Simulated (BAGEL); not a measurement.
# [SiAsNH5]− (SMILES N[SiH-][AsH2]): B3LYP/def2-SVP (density fitting with qzvpp-jkfit)

What is the energy change on altering one bond length of [SiAsNH5]− at B3LYP/def2-SVP (density fitting with qzvpp-jkfit)? 

Program for the calculation: BAGEL 1.2.2.

3 further runs of the same task are left out: 3 that didn't finish.

### Step 1. Starting point

[SiAsNH5]−: 8 atoms, total charge -1, spin state singlet. As SMILES, `N[SiH-][AsH2]`. Geometry: a GFN2-xTB relaxation, a rough one for these elements and not checked as a minimum. This is one conformer, not always the lowest.

Bond lengths: N1–Si2 1.830 Å, Si2–As3 2.343 Å, N1–H4 1.015 Å, N1–H5 1.013 Å, Si2–H6 1.547 Å, As3–H7 1.524 Å, As3–H8 1.538 Å. Angles: N1–Si2–As3 98.9°, N1–Si2–H6 94.7°, As3–Si2–H6 95.3°, Si2–N1–H4 110.1°, Si2–N1–H5 110.2°, Si2–As3–H7 88.8°, Si2–As3–H8 93.0°, H4–N1–H5 105.8°, H7–As3–H8 88.0°.

### Step 2. A single-point energy at B3LYP/def2-SVP (density fitting with qzvpp-jkfit)

The input, calc.json:

```json
{ "bagel" : [

{
  "title" : "molecule",
  "basis" : "svp",
  "df_basis" : "qzvpp-jkfit",
  "angstrom" : true,
  "geometry" : [
    { "atom" : "N", "xyz" : [      -0.838070,       0.864470,      -1.043310 ] },
    { "atom" : "Si", "xyz" : [       0.181640,       0.666620,       0.462990 ] },
    { "atom" : "As", "xyz" : [       0.693570,      -1.610740,       0.259590 ] },
    { "atom" : "H", "xyz" : [      -1.797180,       0.592360,      -0.853060 ] },
    { "atom" : "H", "xyz" : [      -0.876200,       1.839720,      -1.313450 ] },
    { "atom" : "H", "xyz" : [       1.486170,       1.165940,      -0.201560 ] },
    { "atom" : "H", "xyz" : [       1.593010,      -1.483900,       1.483590 ] },
    { "atom" : "H", "xyz" : [      -0.442930,      -2.034460,       1.205200 ] }
  ]
},

{
  "title" : "ks",
  "xc_func" : "b3lyp",
  "charge" : -1
},

{
  "title" : "print",
  "file" : "orbitals.molden",
  "orbitals" : true
}

]}
```

Command:

```bash
$ BAGEL_NUM_THREADS=1 BAGEL calc.json > calc.out
```

What it wrote:

```text
* using 1 threads per process

  ===============================================================
  ===============================================================

  *** Geometry ***

  { "atom" : "N", "xyz" : [     -1.583723,      1.633612,     -1.971570 ] },
  { "atom" : "Si", "xyz" : [      0.343250,      1.259729,      0.874924 ] },
  { "atom" : "As", "xyz" : [      1.310657,     -3.043857,      0.490554 ] },
  { "atom" : "H", "xyz" : [     -3.396178,      1.119398,     -1.612050 ] },
  { "atom" : "H", "xyz" : [     -1.655778,      3.476567,     -2.482061 ] },
  { "atom" : "H", "xyz" : [      2.808454,      2.203307,     -0.380893 ] },
  { "atom" : "H", "xyz" : [      3.010353,     -2.804165,      2.803579 ] },
  { "atom" : "H", "xyz" : [     -0.837016,     -3.844572,      2.277498 ] },

  Number of auxiliary basis functions:      561

  Since a DF basis is specified, we compute 2- and 3-index integrals:
    o Being stored without compression. Storage requirement is 0.036 GB

  Number of basis functions:       89
  Number of electrons      :       59

    * METHOD: MOLECULE                             0.30

  *** Kohn-Sham DFT ***

    * Removing 13781 points whose weight is below 1.00e-10
    * Grid points: 105467

  === Nuclear Repulsion ===
   237.7025815355

       - DIIS with orbital gradients will be used.

  === KS iteration (b3lyp / svp) ===
      0      -2489.74835601          0.08689626           0.47
      1      -2157.58439800          0.21828058           0.45
      2      -2304.68554555          0.09295873           0.45
      3      -2207.04858031          0.18556924           0.46
      4      -2437.68103516          0.14912928           0.45
      5      -2444.25399849          0.13268105           0.45
      6      -2559.41844354          0.10264934           0.45
      7      -2446.06892294          0.15963499           0.45
      8      -2428.29354539          0.16793263           0.45
      9      -2544.41087828          0.11077482           0.45
     10      -2580.32145106          0.05572224           0.45
     11      -2575.44641932          0.08550114           0.45
     12      -2582.19460691          0.03419372           0.45
     13      -2582.20688626          0.03640176           0.45
     14      -2582.77167969          0.00411098           0.45
     15      -2582.78386992          0.00102497           0.45
     16      -2582.78454551          0.00039284           0.45
     17      -2582.78464057          0.00008731           0.45
     18      -2582.78464522          0.00002110           0.45
     19      -2582.78464550          0.00000798           0.45
     20      -2582.78464554          0.00000231           0.45
     21      -2582.78464554          0.00000098           0.45
     22      -2582.78464554          0.00000035           0.45
     23      -2582.78464554          0.00000007           0.45
     24      -2582.78464554          0.00000004           0.45
     25      -2582.78464554          0.00000001           0.45
     26      -2582.78464554          0.00000001           0.45
    * SCF iteration converged.

    * Permanent dipole moment:
           (    0.279995,     0.980894,     0.343625) a.u.

    * METHOD: KS                                  12.66

    * METHOD: PRINT                                0.01

  ===============================================================
```

Wall time 13 s (1 thread of Arm Neoverse V2, shared host); peak memory 0.48 GiB.

### Step 3. The distorted shape at the same level

The input, dft.json:

```json
{ "bagel" : [

{
  "title" : "molecule",
  "basis" : "svp",
  "df_basis" : "qzvpp-jkfit",
  "angstrom" : true,
  "geometry" : [
    { "atom" : "N", "xyz" : [      -0.973011,       0.845440,      -1.226945 ] },
    { "atom" : "Si", "xyz" : [       0.046699,       0.647590,       0.279355 ] },
    { "atom" : "As", "xyz" : [       0.558629,      -1.629770,       0.075955 ] },
    { "atom" : "H", "xyz" : [      -1.932121,       0.573330,      -1.036695 ] },
    { "atom" : "H", "xyz" : [      -1.011141,       1.820690,      -1.497085 ] },
    { "atom" : "H", "xyz" : [       1.351229,       1.146910,      -0.385195 ] },
    { "atom" : "H", "xyz" : [       1.593010,      -1.483900,       1.483590 ] },
    { "atom" : "H", "xyz" : [      -0.577871,      -2.053490,       1.021565 ] }
  ]
},

{ "title" : "ks", "xc_func" : "b3lyp", "charge" : -1 },

{ "title" : "print", "file" : "orbitals.molden", "orbitals" : true }

]}
```

Command:

```bash
$ BAGEL_NUM_THREADS=1 BAGEL dft.json > dft.out
```

What it wrote:

```text
* using 1 threads per process

  ===============================================================
  ===============================================================

  *** Geometry ***

  { "atom" : "N", "xyz" : [     -1.838724,      1.597650,     -2.318590 ] },
  { "atom" : "Si", "xyz" : [      0.088248,      1.223768,      0.527904 ] },
  { "atom" : "As", "xyz" : [      1.055656,     -3.079819,      0.143534 ] },
  { "atom" : "H", "xyz" : [     -3.651180,      1.083437,     -1.959070 ] },
  { "atom" : "H", "xyz" : [     -1.910780,      3.440605,     -2.829081 ] },
  { "atom" : "H", "xyz" : [      2.553453,      2.167346,     -0.727913 ] },
  { "atom" : "H", "xyz" : [      3.010353,     -2.804165,      2.803579 ] },
  { "atom" : "H", "xyz" : [     -1.092018,     -3.880534,      1.930478 ] },

  Number of auxiliary basis functions:      561

  Since a DF basis is specified, we compute 2- and 3-index integrals:
    o Being stored without compression. Storage requirement is 0.036 GB

  Number of basis functions:       89
  Number of electrons      :       59

    * METHOD: MOLECULE                             0.29

  *** Kohn-Sham DFT ***

    * Removing 13609 points whose weight is below 1.00e-10
    * Grid points: 105639

  === Nuclear Repulsion ===
   236.0231820075

       - DIIS with orbital gradients will be used.

  === KS iteration (b3lyp / svp) ===
      0      -2489.68983300          0.08551471           0.45
      1      -2158.57011226          0.21825804           0.44
      2      -2305.74772566          0.08869551           0.44
      3      -2205.51171004          0.19512328           0.44
      4      -2281.19774557          0.17432461           0.44
      5      -2438.44080299          0.14856295           0.43
      6      -2442.47660896          0.13745824           0.44
      7      -2433.86153229          0.17124576           0.44
      8      -2366.78479337          0.09950402           0.43
      9      -2450.74338938          0.14902289           0.44
     10      -2447.48769882          0.13947833           0.44
     11      -2447.15480087          0.14115122           0.44
     12      -2446.52154777          0.14293068           0.44
     13      -2445.52245961          0.14648115           0.44
     14      -2368.94489127          0.10579919           0.44
     15      -2447.72594365          0.13990560           0.44
     16      -2521.97788777          0.26398497           0.44
     17      -2527.03959121          0.21774928           0.45
     18      -2451.44638124          0.14058662           0.45
     19      -2451.24644559          0.14233505           0.44
     20      -2376.88649665          0.12891430           0.44
     21      -2570.85923415          0.08590663           0.44
     22      -2579.67152416          0.05300513           0.45
     23      -2581.05244146          0.05005729           0.44
     24      -2579.68160640          0.06093437           0.44
     25      -2581.45305948          0.04038160           0.45
     26      -2577.79697894          0.06199121           0.45
     27      -2582.59791364          0.01703800           0.45
     28      -2582.72920101          0.00726033           0.45
     29      -2582.77433436          0.00110117           0.44
     30      -2582.77502072          0.00052144           0.44
     31      -2582.77521438          0.00017807           0.45
     32      -2582.77523518          0.00001930           0.45
     33      -2582.77523542          0.00000799           0.45
     34      -2582.77523547          0.00000327           0.45
     35      -2582.77523548          0.00000196           0.44
     36      -2582.77523548          0.00000054           0.45
     37      -2582.77523548          0.00000009           0.45
     38      -2582.77523548          0.00000006           0.45
     39      -2582.77523548          0.00000002           0.45
     40      -2582.77523548          0.00000001           0.45
    * SCF iteration converged.

    * Permanent dipole moment:
           (    0.403641,     0.966532,     0.488203) a.u.

    * METHOD: KS                                  18.65

    * METHOD: PRINT                                0.01

  ===============================================================
```

Run time: 19 s. Hardware: 1 thread of Arm Neoverse V2, shared host; peak memory 0.48 GiB.

### Step 4. Results

Level: B3LYP/def2-SVP (density fitting with qzvpp-jkfit).

```
                                                              quantity           value
                                             first shape: total energy  -2582.78465 Eh
                                              first shape: HOMO energy         1.15 eV
                                              first shape: LUMO energy         5.30 eV
    first shape: HOMO–LUMO gap (to an unbound level, set by the basis)         4.15 eV
                                         distorted shape: total energy  -2582.77524 Eh
                                          distorted shape: HOMO energy         1.11 eV
                                          distorted shape: LUMO energy         4.45 eV
distorted shape: HOMO–LUMO gap (to an unbound level, set by the basis)         3.34 eV
    energy change with the As3–H7 bond stretched from 1.524 to 1.753 Å        0.256 eV
```

With the As3–H7 bond stretched from 1.524 to 1.753 Å the energy rises by 0.26 eV (5.9 kcal/mol). The first shape isn't relaxed at this level, so the change isn't measured from a minimum. The HOMO (first shape) lies at positive energy, 1.15 eV; only total energies tell whether the electron is bound. The HOMO (distorted shape) lies at positive energy, 1.11 eV; only total energies tell whether the electron is bound.
